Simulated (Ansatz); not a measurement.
Task: the interaction energy of a dimer with the counterpoise correction of BBrFH, SMILES FBBr, with the Python package of Ansatz (0.2.0). Give the script and its output. Settings (for the species named): Hartree-Fock, def2-SVP basis, multiplicity 1.

```json
{"atom": "F", "x (Å)": "1.2476", "y (Å)": "-0.3566", "z (Å)": "-0.8128"}
{"atom": "B", "x (Å)": "0.0652", "y (Å)": "-0.1598", "z (Å)": "0.0602"}
{"atom": "Br", "x (Å)": "-1.1991", "y (Å)": "1.4017", "z (Å)": "-0.1710"}
{"atom": "H", "x (Å)": "-0.0582", "y (Å)": "-0.9456", "z (Å)": "0.9033"}
```

`run_dimer.py`:
```python
import ansatz
import numpy as np

FIRST = [
    ('F', (1.2337, -0.3415, -0.8077)),
    ('B', (0.0513, -0.1447, 0.0653)),
    ('Br', (-1.213, 1.4168, -0.1659)),
    ('H', (-0.0721, -0.9305, 0.9084)),
]
SECOND = [
    ('F', (-1.4716, -3.1338, -2.4807)),
    ('B', (-0.0186, -3.2103, -2.1946)),
    ('Br', (0.7301, -4.3628, -0.711)),
    ('H', (0.6485, -2.535, -2.8599)),
]

def energy(atoms, ghosts=()):
    molecule = ansatz.Crystal.molecule()
    for symbol, xyz in atoms:
        molecule = molecule.atom(symbol, xyz)
    calc = (
        molecule.calculation()
        .basis(gaussian='def2-SVP')
        .functional('hf')
    )
    deck = calc.input()
    if ghosts:
        deck = deck.set(ansatz.key.basis.gaussian.ghost_atoms, [{'symbol': s, 'position_ang': list(xyz)} for s, xyz in ghosts])
    return ansatz.Session.from_dict(deck).plan().execute().report['free_energy_ev']

direction = np.array([-0.0072, -0.8488, -0.5286])
print('shift (A)   counterpoise-corrected interaction (kJ/mol)')
for shift in (-0.3, 0.0, 0.4, 1.0, 2.0):
    moved = [(s, tuple(np.round(np.array(xyz) + shift * direction, 4))) for s, xyz in SECOND]
    gain = energy(FIRST + moved) - energy(FIRST, moved) - energy(moved, FIRST)
    print(f'{shift:8.2f} {96.485332 * gain:14.3f}')
```

Output of `python run_dimer.py`:
```text
shift (A)   counterpoise-corrected interaction (kJ/mol)
   -0.30          6.666
    0.00          2.209
    0.40          0.099
    1.00         -0.591
    2.00         -0.618
```

What to keep in mind:
- These settings explore the input space; basis and method may be short of convergence.
- The dimer is a generated trial pose of unrelaxed monomers, not a minimum, so the figure is no binding energy, and the basis set is small.
- Hartree-Fock leaves correlation out, so bond, atomisation and ionisation energies come out well too low.
- This level lacks the dispersion part of the attraction (electrostatics and induction are there), which can decide the sign where the interaction is weak.
- The whole script took 22 s on 1 thread of Arm Neoverse V2, with other jobs on the host, peak memory 0.38 GiB.
